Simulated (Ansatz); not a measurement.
Input of an Ansatz 0.2.0 run:

Contents of input.yaml:

```yaml
crystal:
  lattice:
    - [5.76069, 0.00496, -0.00286]
    - [-0.5275, 5.84664, 0.03413]
    - [-1.48435, -0.92642, 6.64586]
  atoms:
    - { symbol: Hf, position: [0.7454, 0.39602, 0.34989] }
    - { symbol: Hf, position: [0.28763, 0.45322, 0.59401] }
    - { symbol: Pd, position: [0.90854, 0.13294, 0.84849] }
    - { symbol: Pd, position: [0.25249, 0.90323, 0.35874] }
    - { symbol: Se, position: [0.63469, 0.40355, 0.93716] }
    - { symbol: Se, position: [0.62597, 0.78174, 0.53023] }
    - { symbol: Br, position: [0.85273, 0.99089, 0.15355] }
    - { symbol: Br, position: [0.22526, 0.82084, 0.86223] }
    - { symbol: O, position: [0.9604, 0.28925, 0.59026] }
    - { symbol: O, position: [0.43233, 0.24524, 0.40864] }
    - { symbol: O, position: [0.07457, 0.58308, 0.36682] }
hamiltonian:
  xc: pbe
  pseudopotentials: { kind: paw, source: jth }
kpoints:
  mp_grid: { grid: [5, 5, 4] }
scf:
  occupations: { method: fermi_dirac, width: 0.05 }
output:
  forces: true
  stress: true
  eigenvalues: true
  write_density: true
  write_potential: true
  elf: true
  volumetric_format: npy
```

Potentials or basis: JTH PAW.

Command:

```console
$ ansatz run input.yaml --threads 8 --pin off --max-ram 20480MiB --backend cpu --events-out ev --progress --plain --runs-dir out
```

Question: What does it give for the pressure?

Answer: -0.5 GPa.

Question: What does it give for the largest force?

Answer: 0.142 eV/Å.

Stress tensor (GPa, compression positive):
```
-0.59 -0.18 -0.01
-0.18 -0.54  0.04
-0.01  0.04 -0.38
```

Caveat: odd divisions of the mesh miss points on the zone boundary, where band edges often lie, so the gap on the mesh can be too wide; spin-orbit coupling is left out, which moves the levels of the heavy elements.
